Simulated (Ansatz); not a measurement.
# CH₆InNO: small, medium and large basis sets

An exercise on one series of results from a longer session: the logs are not shown, and one member is left open.

The runs use Ansatz 0.2.0, Gaussian basis; one geometry, several basis sets.

Plan: PBE0-D4/def2-SVP; ωB97M-V/def2-SVP; PBE0-D4/def2-QZVPP; ωB97M-V/def2-QZVPP; the functionals' def2-TZVPP values are taken from earlier runs.

**Structure used throughout**

All runs share one geometry, relaxed beforehand with PBE0-D4 in a triple-zeta def2 set. In takes the def2 core potential; no spin-orbit term is included.

SMILES `[CH3][In]([NH2])[OH]`, 10 atoms, charge 0, spin multiplicity 1.

Atoms are counted from 1 here; the program's logs count them from 0.

Bond lengths: C1–In2 2.128 Å, C1–H5 1.089 Å, C1–H6 1.090 Å, C1–H7 1.090 Å, In2–N3 2.021 Å, In2–O4 1.997 Å, N3–H8 1.009 Å, N3–H9 1.009 Å, O4–H10 0.959 Å. Angles: In2–C1–H5 109.1°, In2–C1–H6 110.4°, In2–C1–H7 109.9°, H5–C1–H6 109.6°, H5–C1–H7 109.1°, H6–C1–H7 108.7°, C1–In2–N3 130.5°, C1–In2–O4 117.3°, N3–In2–O4 112.0°, In2–N3–H8 118.6°, In2–N3–H9 119.5°, H8–N3–H9 109.4°, In2–O4–H10 113.5°.

Set-up of the first run:

File in.yaml:

```yaml
crystal:
  periodic: [false, false, false]
  atoms:
    - {symbol: C, position_ang: [-1.040082, 1.461591, 0.671095]}
    - {symbol: In, position_ang: [0.082745, -0.085291, -0.265117]}
    - {symbol: N, position_ang: [0.900534, -1.764470, 0.507541]}
    - {symbol: O, position_ang: [0.266986, -0.010403, -2.252076]}
    - {symbol: H, position_ang: [-1.589214, 2.013835, -0.090379]}
    - {symbol: H, position_ang: [-1.739339, 1.039007, 1.392450]}
    - {symbol: H, position_ang: [-0.369015, 2.144218, 1.193236]}
    - {symbol: H, position_ang: [1.612909, -2.243248, -0.023011]}
    - {symbol: H, position_ang: [1.135885, -1.795741, 1.487957]}
    - {symbol: H, position_ang: [0.738590, -0.759508, -2.621687]}
basis:
  gaussian: {orbitals: def2-SVP}
hamiltonian: {xc: pbe0, dispersion: d4}
output: {orbitals: {seedname: orbitals}}
```

Command:

```
ansatz run in.yaml --threads 4 --pin off --events-out ev --progress --plain --max-ram 10444MiB
```

Steps of the session up to this table: PBE0-D4 in def2-SVP; ωB97M-V in def2-SVP; PBE0-D4 in def2-QZVPP; ωB97M-V in def2-QZVPP.

One table of the session follows, with a row left open; its other results are not shown here.

```
functional       basis  HOMO (eV)
   PBE0-D4    def2-SVP      -6.74
   PBE0-D4  def2-TZVPP      -7.01
   PBE0-D4  def2-QZVPP      -7.07
   ωB97M-V    def2-SVP      -9.10
   ωB97M-V  def2-TZVPP          ?
   ωB97M-V  def2-QZVPP      -9.45
```

Q: Estimate the row for ωB97M-V, def2-TZVPP from the others.

**Answer.** HOMO (eV): -9.39. In the column «HOMO (eV)» it lies between ωB97M-V, def2-QZVPP (-9.45) and ωB97M-V, def2-SVP (-9.10).
